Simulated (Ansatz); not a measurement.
# ClF3SW: a ladder of functionals and wavefunction methods

The task here is to estimate one member of a computed series from the others.

The runs use Ansatz 0.2.0, Gaussian basis; functionals in def2-TZVPP, the program's frozen cores in correlated methods.

The runs, in order: LDA (SPW92), PBE-D4, revPBE-D4, BLYP-D4, r2SCAN-D4, B97M-V, PBE0-D4, B3LYP-D4, r2SCANh-D4, r2SCAN0-D4, HSE06-D4, BHLYP-D4, CAM-B3LYP-D4, LC-ωPBE, ωB97X-V, ωB97M-V, B2PLYP, PBE-QIDH; CCSD(T)/def2-SVP; CCSD(T)/def2-TZVPP; MP2/def2-QZVPP; extrapolation to the limit; RPA on PBE.

1 further run of the same task is left out (for a known fault of the program).

### Structure used throughout

All runs share one geometry, relaxed beforehand with PBE0-D4 in a triple-zeta def2 set. W takes the def2 core potential; no spin-orbit term is included.

SMILES `[F][W]([F])([F])(=[S])[Cl]`, 6 atoms, charge 0, spin multiplicity 1.

Atoms are counted from 1 here; the program's logs count them from 0.

Bond lengths: F1–W2 1.850 Å, W2–F3 1.853 Å, W2–F4 1.850 Å, W2–S5 2.090 Å, W2–Cl6 2.270 Å. Angles: F1–W2–F3 84.6°, F1–W2–F4 151.7°, F1–W2–S5 104.1°, F1–W2–Cl6 87.4°, F3–W2–F4 84.6°, F3–W2–S5 107.4°, F3–W2–Cl6 146.7°, F4–W2–S5 104.1°, F4–W2–Cl6 87.4°, S5–W2–Cl6 105.9°.

Set-up of the first run:

File in.yaml:

```yaml
crystal:
  periodic: [false, false, false]
  atoms:
    - {symbol: F, position_ang: [-1.403990, 0.699423, -0.974900]}
    - {symbol: W, position_ang: [-0.016178, -0.060730, -0.017242]}
    - {symbol: F, position_ang: [-1.094747, -1.566893, 0.014740]}
    - {symbol: F, position_ang: [0.698319, -0.752593, 1.542176]}
    - {symbol: S, position_ang: [1.472091, -0.386636, -1.448278]}
    - {symbol: Cl, position_ang: [0.386506, 2.003629, 0.837303]}
basis:
  gaussian: {orbitals: def2-TZVPP}
hamiltonian: {xc: lda}
output: {orbitals: {seedname: orbitals}}
```

Run with:

```console
ansatz run in.yaml --threads 4 --pin off --events-out ev --progress --plain --max-ram 10444MiB
```

Steps of the session up to this table: LDA; PBE-D4 (GGA); revPBE-D4 (GGA); BLYP-D4 (GGA); r2SCAN-D4 (meta-GGA); B97M-V (meta-GGA); B3LYP-D4 (hybrid); r2SCANh-D4 (hybrid); r2SCAN0-D4 (hybrid); HSE06-D4 (hybrid); BHLYP-D4 (hybrid); CAM-B3LYP-D4 (range-separated); LC-ωPBE (range-separated); ωB97X-V (range-separated); ωB97M-V (range-separated); B2PLYP (double hybrid); PBE-QIDH (double hybrid).

One of the session's tables, all rows but one given; the rest of the session is left out.

It belongs to the step «Frontier levels by functional». 

```
  functional  HOMO (eV)  LUMO (eV)  gap (eV)
 LDA (SPW92)          ?          ?         ?
      PBE-D4      -7.91      -4.64      3.27
   revPBE-D4      -7.84      -4.54      3.30
     BLYP-D4      -7.74      -4.52      3.22
   r2SCAN-D4      -8.27      -4.65      3.62
      B97M-V      -8.32      -4.62      3.70
     PBE0-D4      -9.21      -3.92      5.29
    B3LYP-D4      -8.95      -4.12      4.82
  r2SCANh-D4      -8.74      -4.36      4.38
  r2SCAN0-D4      -9.44      -3.91      5.54
    HSE06-D4      -8.81      -4.30      4.51
    BHLYP-D4     -10.32      -2.99      7.33
CAM-B3LYP-D4     -10.46      -2.81      7.65
     LC-ωPBE     -11.76      -1.63     10.13
     ωB97X-V     -11.43      -1.70      9.72
     ωB97M-V     -11.27      -1.69      9.57
```

Q: Estimate the row for LDA (SPW92) from the others.

**Answer.** HOMO (eV): -8.09; LUMO (eV): -4.89; gap (eV): 3.20. In the column «HOMO (eV)» it lies between r2SCAN-D4 (-8.27) and PBE-D4 (-7.91).
